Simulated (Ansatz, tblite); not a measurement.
# Sn(OAc)Me3 (C5H12O2Sn): one state, many levels

One table from this session's results is given with a row withheld; the runs are named, their logs left out.

Method: as each input shows; program: Ansatz 0.2.0, Gaussian basis.

The runs, in order: GFN1-xTB, GFN2-xTB, PBE-D4/def2-TZVP, r2SCAN-D4/def2-TZVP, r2SCAN0-D4/def2-TZVP, ωB97X-V/def2-TZVP, r2SCANh-D4/def2-TZVP, PBE+10HF/def2-SVP, PBE+15HF/def2-SVP, PBE+40HF/def2-SVP, PBE-D4/def2-SVP, PBE0-D4/def2-SVP, CCSD(T)/def2-SVP, MP2/def2-TZVP, RPA/def2-TZVP.

2 further runs of the same task are left out: 2 set aside as unsound or not needed.

### The relaxed structure

The singlet was relaxed beforehand with r2SCAN-D4/def2-SVP.

20 atoms, charge 0, spin multiplicity 1.

Bond lengths: Sn1–O2 2.109 Å, Sn1–C9 2.146 Å, Sn1–C13 2.146 Å, Sn1–C17 2.156 Å, O2–C3 1.310 Å, C3–C4 1.506 Å, C3–O5 1.231 Å, C4–H6 1.096 Å, C4–H7 1.100 Å, C4–H8 1.100 Å, C9–H10 1.098 Å, C9–H11 1.100 Å, C9–H12 1.100 Å, C13–H14 1.100 Å, C13–H15 1.098 Å, C13–H16 1.100 Å, C17–H18 1.100 Å, C17–H19 1.100 Å and more. Angles: O2–Sn1–C9 108.1°, O2–Sn1–C13 108.1°, O2–Sn1–C17 95.6°, C9–Sn1–C13 118.8°, C9–Sn1–C17 111.8°, C13–Sn1–C17 111.8°, Sn1–O2–C3 105.6°, O2–C3–C4 115.0°, O2–C3–O5 121.6°, C4–C3–O5 123.4°, C3–C4–H6 110.5°, C3–C4–H7 109.4°, C3–C4–H8 109.5°, H6–C4–H7 110.2°, H6–C4–H8 110.3°, H7–C4–H8 106.8°, Sn1–C9–H10 109.5°, Sn1–C9–H11 110.7° and more.

Sn takes a core potential in the def2 sets. No spin-orbit coupling is included.

PBE0-D4/def2-TZVP was run before; its log isn't repeated, and its numbers join the tables.

The first run:

Tight binding, by tblite at 300 K electronic temperature and without a spin-polarisation term:

```python
tblite.interface.Calculator('GFN1-xTB', numbers, positions, charge=0, uhf=0).singlepoint()
```

Tight binding, by tblite at 300 K electronic temperature and without a spin-polarisation term:

```python
tblite.interface.Calculator('GFN2-xTB', numbers, positions, charge=0, uhf=0).singlepoint()
```

start.molden holds the orbitals of an earlier run on this state, given as this run's starting guess.

Contents of in.yaml:

```yaml
crystal:
  periodic: [false, false, false]
  atoms:
    - {symbol: Sn, position_ang: [-0.130325, -0.232050, -0.856486]}
    - {symbol: O, position_ang: [-0.288292, -0.482359, 1.231450]}
    - {symbol: C, position_ang: [0.312844, 0.556093, 1.758127]}
    - {symbol: C, position_ang: [0.324855, 0.589195, 3.263222]}
    - {symbol: O, position_ang: [0.822847, 1.430420, 1.057764]}
    - {symbol: H, position_ang: [0.834561, 1.490224, 3.623722]}
    - {symbol: H, position_ang: [0.828911, -0.311253, 3.645534]}
    - {symbol: H, position_ang: [-0.708507, 0.558956, 3.640148]}
    - {symbol: C, position_ang: [1.947187, -0.339866, -1.384692]}
    - {symbol: H, position_ang: [2.396304, 0.659312, -1.313348]}
    - {symbol: H, position_ang: [2.069208, -0.741211, -2.401592]}
    - {symbol: H, position_ang: [2.454605, -1.010575, -0.675579]}
    - {symbol: C, position_ang: [-1.248217, 1.516729, -1.403135]}
    - {symbol: H, position_ang: [-1.647136, 1.419076, -2.423595]}
    - {symbol: H, position_ang: [-0.603461, 2.402166, -1.329537]}
    - {symbol: H, position_ang: [-2.089231, 1.628619, -0.702917]}
    - {symbol: C, position_ang: [-1.180519, -2.044333, -1.367287]}
    - {symbol: H, position_ang: [-2.198920, -2.016251, -0.952788]}
    - {symbol: H, position_ang: [-0.652256, -2.913610, -0.948906]}
    - {symbol: H, position_ang: [-1.244448, -2.159282, -2.460105]}
basis:
  gaussian: {orbitals: def2-TZVP, initial_orbitals: start.molden}
hamiltonian: {xc: pbe, dispersion: d4}
scf: {omitted_lower_state_checks: [starts]}
output: {forces: true, orbitals: {seedname: orbitals}}
```

Run with:

```
$ ansatz run in.yaml --threads 4 --pin off --events-out ev --progress --plain --max-ram 4787MiB
```

Among the steps run: PBE-D4/def2-TZVP; r2SCAN-D4/def2-TZVP; r2SCAN0-D4/def2-TZVP; ωB97X-V/def2-TZVP; r2SCANh-D4/def2-TZVP; PBE+10HF/def2-SVP; PBE+15HF/def2-SVP; PBE+40HF/def2-SVP; PBE-D4/def2-SVP; PBE0-D4/def2-SVP; CCSD(T)/def2-SVP; MP2/def2-TZVP; RPA/def2-TZVP.

One of the session's tables, all rows but one given; the rest of the session is left out.

```
              method  binding an atom (eV)
         HF/def2-SVP                 2.977
        HF/def2-TZVP                 2.941
     PBE-D4/def2-SVP                 4.156
    PBE-D4/def2-TZVP                 4.131
 r2SCAN-D4/def2-TZVP                 4.057
r2SCANh-D4/def2-TZVP                 4.030
    PBE0-D4/def2-SVP                 4.080
   PBE0-D4/def2-TZVP                 4.054
r2SCAN0-D4/def2-TZVP                 3.991
   ωB97X-V/def2-TZVP                 4.054
        MP2/def2-SVP                 3.903
       MP2/def2-TZVP                     ?
       CCSD/def2-SVP                 3.815
    CCSD(T)/def2-SVP                 3.858
```

Estimate the missing values for MP2/def2-TZVP.

As computed: binding an atom (eV): 3.967. In the column «binding an atom (eV)» it lies between MP2/def2-SVP (3.903) and r2SCAN0-D4/def2-TZVP (3.991).

Among the levels timed on like hardware and quicker than the yardstick, those that no quicker one beats, quickest first: PBE-D4/def2-SVP (4.2 s, +0.297 eV); PBE0-D4/def2-SVP (6.5 s, +0.222 eV); r2SCAN-D4/def2-TZVP (14 s, +0.198 eV); PBE0-D4/def2-TZVP (19 s, +0.196 eV); r2SCANh-D4/def2-TZVP (22 s, +0.172 eV); MP2/def2-TZVP (22 s, +0.109 eV).

Caveats from the session: Free atoms were run apart at each level; binding is atoms less cluster, divided by the number of atoms, without zero-point or spin-orbit terms. The yardstick is in a double-zeta basis, so levels in larger sets aren't compared like for like.
